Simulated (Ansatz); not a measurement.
**Si2AsH9 (built from SMILES [AsH3].[SiH3][SiH3]): search for a transition state**

Aim: find the saddle point of a four-centre ligand exchange that is to form Si1–As7, H2–H6 and break Si1–H2, H6–As7, prove it by its vibrations, and relax downhill on both sides to see what it joins.

The runs use Ansatz 0.2.0, Gaussian basis; PBE0-D4, def2-SVP first, then def2-TZVP.

152 further runs of the same task are left out: 152 set aside as unsound or not needed. Runs told in other sessions of the task aren't counted.

## Step 1: Where the work starts

The guess: 12 atoms, charge 0, spin multiplicity 1.

Atoms are counted from 1 here; the program's logs count them from 0.

Bond lengths: Si1–H3 1.489 Å, Si1–H4 1.469 Å, Si1–Si5 2.330 Å, Si1–As7 2.307 Å, Si5–H8 1.462 Å, Si5–H9 1.471 Å, Si5–H10 1.471 Å, H6–As7 1.494 Å, As7–H11 1.470 Å, As7–H12 1.560 Å. Angles: H3–Si1–H4 105.1°, H3–Si1–Si5 113.0°, H3–Si1–As7 100.8°, H4–Si1–Si5 119.1°, H4–Si1–As7 104.7°, Si5–Si1–As7 112.2°, Si1–Si5–H8 112.9°, Si1–Si5–H9 112.0°, Si1–Si5–H10 109.5°, H8–Si5–H9 106.9°, H8–Si5–H10 108.8°, H9–Si5–H10 106.5°, Si1–As7–H6 105.0°, Si1–As7–H11 99.2°, Si1–As7–H12 115.4°, H6–As7–H11 92.1°, H6–As7–H12 138.1°, H11–As7–H12 92.1°.

Geometry (Å):

```tsv
atom	x (Å)	y (Å)	z (Å)
Si1	-0.83900	-0.57630	0.37960
H2	1.66550	-0.00020	1.10670
H3	-1.91730	-1.21630	-0.42400
H4	-0.93050	-1.19880	1.70690
Si5	-0.83820	1.74840	0.21570
H6	2.13860	-1.26050	0.38980
As7	1.03420	-1.51780	-0.58280
H8	-0.41200	2.40480	1.45010
H9	-2.17070	2.27890	-0.11160
H10	0.05630	2.16380	-0.87540
H11	1.44990	-0.39520	-1.43620
H12	0.76330	-2.43090	-1.81870
```

Distances that are to change: Si1–As7 2.31 Å, H2–H6 1.53 Å, Si1–H2 2.67 Å, H6–As7 1.49 Å.

## Step 2: Constrained relaxation of the guess

Input file hold/in.yaml:

```yaml
crystal:
  periodic: [false, false, false]
  atoms:
    - {symbol: Si, position_ang: [-0.839000, -0.576300, 0.379600]}
    - {symbol: H, position_ang: [1.665500, -0.000200, 1.106700]}
    - {symbol: H, position_ang: [-1.917300, -1.216300, -0.424000]}
    - {symbol: H, position_ang: [-0.930500, -1.198800, 1.706900]}
    - {symbol: Si, position_ang: [-0.838200, 1.748400, 0.215700]}
    - {symbol: H, position_ang: [2.138600, -1.260500, 0.389800]}
    - {symbol: As, position_ang: [1.034200, -1.517800, -0.582800]}
    - {symbol: H, position_ang: [-0.412000, 2.404800, 1.450100]}
    - {symbol: H, position_ang: [-2.170700, 2.278900, -0.111600]}
    - {symbol: H, position_ang: [0.056300, 2.163800, -0.875400]}
    - {symbol: H, position_ang: [1.449900, -0.395200, -1.436200]}
    - {symbol: H, position_ang: [0.763300, -2.430900, -1.818700]}
basis:
  gaussian: {orbitals: def2-SVP}
hamiltonian: {xc: pbe0, dispersion: d4}
relax: {f_tol: 0.04, max_steps: 150, escape_saddle: false, constraints: [{distance: [0, 6]}, {distance: [1, 5]}, {distance: [0, 1]}, {distance: [5, 6]}]}
```

Started as:

```console
$ ansatz run in.yaml --threads 8 --pin off --events-out ev --progress --plain --max-ram 19148MiB
```

The runs that follow: Force constants to start from; Saddle search in the small basis; Saddle search in triple zeta; Vibrations at the point found; Relaxing after a step of 0.30 Å one way along the mode; Relaxing after a step of 0.30 Å the other way along the mode.

Q: Predict the outcome of this session. Wanted: imaginary mode; barrier from the start side; barrier from the end side; energy of the step; pairs that change; zero-point energy at the saddle.

The runs gave:

```
                       quantity                                                       value
                 imaginary mode                                                  1401i cm⁻¹
    barrier from the start side                                               53.8 kcal/mol
      barrier from the end side                                               57.3 kcal/mol
             energy of the step                                               -3.4 kcal/mol
              pairs that change  Si1–As7 formed, H2–H6 formed, Si1–H2 broken, H6–As7 broken
zero-point energy at the saddle                                                    1.884 eV
```

What this shows: The point has a single imaginary mode (1401i cm⁻¹), as a transition state must. It joins the planned start and end. At PBE0-D4/def2-TZVP the electronic barrier is 53.8 kcal/mol, about 91 kT at 298 K, and the step runs 3.4 kcal/mol downhill. The barrier is thin enough for tunnelling; the leading (Wigner) term alone is a factor of 2.9 at 298 K. A step off the saddle overshot and began above it in energy, so the link to its end is likely but not proven. The ends are the nearest minima, not always the lowest complexes.
